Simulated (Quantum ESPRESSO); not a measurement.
Crystal: Mo.

```
Mo
1.0
    -1.62000    1.62000    1.62000
     1.62000   -1.62000    1.62000
     1.62000    1.62000   -1.62000
Mo
1
Direct
  0.00000 0.00000 0.00000
```

The cell was built by a generator and needn't be a form met in nature.

Base run:

- Program: Quantum ESPRESSO 7.5
- Functional: PBE
- Potentials or basis: GBRV 1.5 PBE
- Cutoff: 612 eV
- Density cutoff: 4898 eV
- k mesh: 18 × 18 × 18
- Occupations: methfessel-paxton, width 0.1 eV
- Spin: no spin polarisation

Its results: band gap on the k mesh none (metal or under the smearing width); pressure -17.2 GPa.

The run is repeated on the same cell with these changes: functional from PBE to LDA; potentials or basis from GBRV 1.5 PBE to GBRV 1.5 LDA. What comes out?

Band gap on the k mesh none (metal or under the smearing width); pressure -28.0 GPa.

Caveats: so large a pressure means that the cell lies far from this level's equilibrium, or that cutoff or potentials fall short (some runs); a pressure of tens of GPa on the cell as given is suspect, and the run, the potentials or the cell itself is likely at fault (some runs).

Not every run made on this cell is shown here.
